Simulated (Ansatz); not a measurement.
# C₉H₁₀: basis-set convergence

Aim: see how fast density functionals converge with the basis set for C₉H₁₀.

Program: Ansatz 0.2.0, Gaussian basis. Level of theory: one geometry, several basis sets. These are calculated values, not measurements.

Levels to be run: PBE0-D4/def2-SVP; ωB97M-V/def2-SVP; PBE0-D4/def2-QZVPP; ωB97M-V/def2-QZVPP; the functionals' def2-TZVPP values are taken from earlier runs.

### Step 1. The geometry

The geometry comes from an earlier relaxation with PBE0-D4 in a triple-zeta def2 set; it is a stationary point, not always the lowest conformer.

SMILES `C=C(C)c1ccccc1`, 19 atoms, charge 0, spin multiplicity 1.

Atoms are counted from 1 here; the program's logs count them from 0.

Bond lengths: C1–C2 1.334 Å, C1–H10 1.084 Å, C1–H11 1.083 Å, C2–C3 1.499 Å, C2–C4 1.478 Å, C3–H12 1.094 Å, C3–H13 1.090 Å, C3–H14 1.093 Å, C4–C5 1.397 Å, C4–C9 1.395 Å, C5–C6 1.383 Å, C5–H15 1.084 Å, C6–C7 1.388 Å, C6–H16 1.084 Å, C7–C8 1.385 Å, C7–H17 1.084 Å, C8–C9 1.386 Å, C8–H18 1.084 Å and more. Angles: C2–C1–H10 121.0°, C2–C1–H11 122.1°, H10–C1–H11 116.9°, C1–C2–C3 120.7°, C1–C2–C4 121.7°, C3–C2–C4 117.6°, C2–C3–H12 111.4°, C2–C3–H13 110.8°, C2–C3–H14 111.3°, H12–C3–H13 107.6°, H12–C3–H14 107.0°, H13–C3–H14 108.8°, C2–C4–C5 121.2°, C2–C4–C9 121.0°, C5–C4–C9 117.8°, C4–C5–C6 121.1°, C4–C5–H15 119.3°, C6–C5–H15 119.5° and more.

### Step 2. PBE0-D4 in def2-SVP

Input file in.yaml:

```yaml
crystal:
  periodic: [false, false, false]
  atoms:
    - {symbol: C, position_ang: [-1.299425, -0.721959, -2.026216]}
    - {symbol: C, position_ang: [-0.266076, -0.096941, -1.460537]}
    - {symbol: C, position_ang: [0.748933, 0.618705, -2.299606]}
    - {symbol: C, position_ang: [-0.086454, -0.065447, 0.005782]}
    - {symbol: C, position_ang: [-0.574946, -1.092479, 0.816789]}
    - {symbol: C, position_ang: [-0.421499, -1.053263, 2.190902]}
    - {symbol: C, position_ang: [0.233099, 0.012852, 2.792277]}
    - {symbol: C, position_ang: [0.738713, 1.031865, 2.001479]}
    - {symbol: C, position_ang: [0.587022, 0.988569, 0.624363]}
    - {symbol: H, position_ang: [-1.410968, -0.752163, -3.103831]}
    - {symbol: H, position_ang: [-2.072864, -1.202443, -1.439465]}
    - {symbol: H, position_ang: [0.698470, 1.701349, -2.149075]}
    - {symbol: H, position_ang: [0.580176, 0.425025, -3.358995]}
    - {symbol: H, position_ang: [1.765473, 0.307959, -2.043042]}
    - {symbol: H, position_ang: [-1.059698, -1.945871, 0.357541]}
    - {symbol: H, position_ang: [-0.804466, -1.866725, 2.796858]}
    - {symbol: H, position_ang: [0.356924, 0.042063, 3.868625]}
    - {symbol: H, position_ang: [1.257606, 1.867483, 2.457529]}
    - {symbol: H, position_ang: [0.988082, 1.796821, 0.025024]}
basis:
  gaussian: {orbitals: def2-SVP}
hamiltonian: {xc: pbe0, dispersion: d4}
output: {orbitals: {seedname: orbitals}}
```

The run is started by

```bash
$ ansatz run in.yaml --threads 2 --pin off --events-out ev --progress --plain --max-ram 22528MiB --backend cpu
```

After this run come: ωB97M-V in def2-SVP; PBE0-D4 in def2-QZVPP; ωB97M-V in def2-QZVPP.

Q: Predict the results of all the runs planned. Wanted: PBE0-D4: double and triple zeta above quadruple; ωB97M-V: double and triple zeta above quadruple.

As calculated:

```
                                       quantity           value
PBE0-D4: double and triple zeta above quadruple  10.56, 0.50 eV
ωB97M-V: double and triple zeta above quadruple  11.02, 0.47 eV
```

In words: For PBE0-D4 the step from double to triple zeta gains 10.06 eV and the next only 0.50 eV. These are total energies; as a rule much of such shifts cancels in differences, which this series doesn't test.
